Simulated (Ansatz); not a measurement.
**C₃H₇BFN: up Jacob's ladder to CCSD(T)**

The task here is to estimate one member of a computed series from the others.

Computed with Ansatz 0.2.0, Gaussian basis. Level: functionals in def2-TZVPP, the program's frozen cores in correlated methods.

Levels to be run: LDA (SPW92), PBE-D4, revPBE-D4, BLYP-D4, r2SCAN-D4, B97M-V, PBE0-D4, B3LYP-D4, r2SCANh-D4, r2SCAN0-D4, HSE06-D4, BHLYP-D4, CAM-B3LYP-D4, LC-ωPBE, ωB97X-V, ωB97M-V, B2PLYP, PBE-QIDH; CCSD(T)/def2-SVP; CCSD(T)/def2-TZVPP; MP2/def2-QZVPP; extrapolation to the limit; RPA on PBE.

## The relaxed structure

All runs share one geometry, relaxed beforehand with PBE0-D4 in a triple-zeta def2 set.

13 atoms, charge 0, spin multiplicity 1.

Atoms are counted from 1 here; the program's logs count them from 0.

Bond lengths: N1–C2 1.277 Å, N1–H7 1.025 Å, C2–B3 1.566 Å, C2–H8 1.095 Å, B3–C4 1.559 Å, B3–H9 1.202 Å, C4–C5 1.509 Å, C4–H10 1.102 Å, C4–H11 1.098 Å, C5–F6 1.389 Å, C5–H12 1.094 Å, C5–H13 1.095 Å. Angles: C2–N1–H7 109.6°, N1–C2–B3 122.7°, N1–C2–H8 115.5°, B3–C2–H8 121.7°, C2–B3–C4 125.0°, C2–B3–H9 116.1°, C4–B3–H9 118.7°, B3–C4–C5 117.4°, B3–C4–H10 106.3°, B3–C4–H11 109.1°, C5–C4–H10 109.2°, C5–C4–H11 110.3°, H10–C4–H11 103.5°, C4–C5–F6 109.5°, C4–C5–H12 112.4°, C4–C5–H13 111.7°, F6–C5–H12 107.1°, F6–C5–H13 107.4° and more.

Coordinates:

```mol
C3H7BFN
  3D, bonds by distance, orders not assigned

 13 12  0  0  0  0  0  0  0  0999 V2000
   -1.5821    2.2727    0.6100 N   0  0
   -0.9688    1.1526    0.6389 C   0  0
   -0.6043    0.3533   -0.6581 B   0  0
    0.5222   -0.7197   -0.7607 C   0  0
    1.1658   -1.1760    0.5254 C   0  0
    0.1979   -1.7122    1.3643 F   0  0
   -1.8542    2.4915   -0.3534 H   0  0
   -0.6495    0.8160    1.6306 H   0  0
   -1.1993    0.6638   -1.6553 H   0  0
    1.2945   -0.2955   -1.4225 H   0  0
    0.1457   -1.5832   -1.3253 H   0  0
    1.9167   -1.9542    0.3619 H   0  0
    1.6361   -0.3438    1.0590 H   0  0
  1  2  8  0
  2  3  8  0
  3  4  8  0
  4  5  8  0
  5  6  8  0
  1  7  8  0
  2  8  8  0
  3  9  8  0
  4 10  8  0
  4 11  8  0
  5 12  8  0
  5 13  8  0
M  END
```

Set-up of the first run:

Contents of in.yaml:

```yaml
crystal:
  periodic: [false, false, false]
  atoms:
    - {symbol: N, position_ang: [-1.582101, 2.272686, 0.610041]}
    - {symbol: C, position_ang: [-0.968815, 1.152576, 0.638857]}
    - {symbol: B, position_ang: [-0.604337, 0.353350, -0.658087]}
    - {symbol: C, position_ang: [0.522237, -0.719745, -0.760715]}
    - {symbol: C, position_ang: [1.165791, -1.175950, 0.525387]}
    - {symbol: F, position_ang: [0.197879, -1.712195, 1.364295]}
    - {symbol: H, position_ang: [-1.854191, 2.491458, -0.353408]}
    - {symbol: H, position_ang: [-0.649488, 0.816047, 1.630555]}
    - {symbol: H, position_ang: [-1.199318, 0.663836, -1.655314]}
    - {symbol: H, position_ang: [1.294469, -0.295469, -1.422460]}
    - {symbol: H, position_ang: [0.145745, -1.583240, -1.325305]}
    - {symbol: H, position_ang: [1.916675, -1.954206, 0.361941]}
    - {symbol: H, position_ang: [1.636058, -0.343848, 1.059013]}
basis:
  gaussian: {orbitals: def2-TZVPP}
hamiltonian: {xc: lda}
output: {orbitals: {seedname: orbitals}}
```

On the command line:

```
$ ansatz run in.yaml --threads 4 --pin off --events-out ev --progress --plain --max-ram 10444MiB
```

Among the steps run: LDA; PBE-D4 (GGA); revPBE-D4 (GGA); BLYP-D4 (GGA); r2SCAN-D4 (meta-GGA); B97M-V (meta-GGA); PBE0-D4 (hybrid); B3LYP-D4 (hybrid); r2SCANh-D4 (hybrid); r2SCAN0-D4 (hybrid); HSE06-D4 (hybrid); BHLYP-D4 (hybrid); CAM-B3LYP-D4 (range-separated); LC-ωPBE (range-separated); ωB97X-V (range-separated); ωB97M-V (range-separated); B2PLYP (double hybrid); PBE-QIDH (double hybrid).

One of the session's tables, all rows but one given; the rest of the session is left out.

It belongs to the step «Orbital energies across the functionals». 

```
  functional  HOMO (eV)  LUMO (eV)  gap (eV)
 LDA (SPW92)      -6.02      -3.69      2.34
      PBE-D4      -5.94      -3.41      2.53
   revPBE-D4      -5.90      -3.29      2.60
     BLYP-D4          ?          ?         ?
   r2SCAN-D4      -6.24      -3.19      3.05
      B97M-V      -6.43      -3.13      3.30
     PBE0-D4      -7.44      -2.38      5.06
    B3LYP-D4      -7.23      -2.60      4.63
  r2SCANh-D4      -6.79      -2.81      3.98
  r2SCAN0-D4      -7.64      -2.26      5.38
    HSE06-D4      -7.03      -2.77      4.26
    BHLYP-D4      -8.91      -1.26      7.65
CAM-B3LYP-D4      -8.90      -1.22      7.68
     LC-ωPBE     -10.23      -0.03     10.20
     ωB97X-V      -9.91      -0.11      9.80
     ωB97M-V      -9.82      -0.27      9.55
```

**Question.** Estimate the row for BLYP-D4.

Worked estimate for «HOMO (eV)». Against the share of exact exchange, B3LYP-D4 (0.2, -7.23), BHLYP-D4 (0.5, -8.91) give a slope of -5.60 per unit share; at 0 the line stands at -6.11.

**Answer.** HOMO (eV): -5.87; LUMO (eV): -3.25; gap (eV): 2.62. In «HOMO (eV)» the line misses by -0.24.
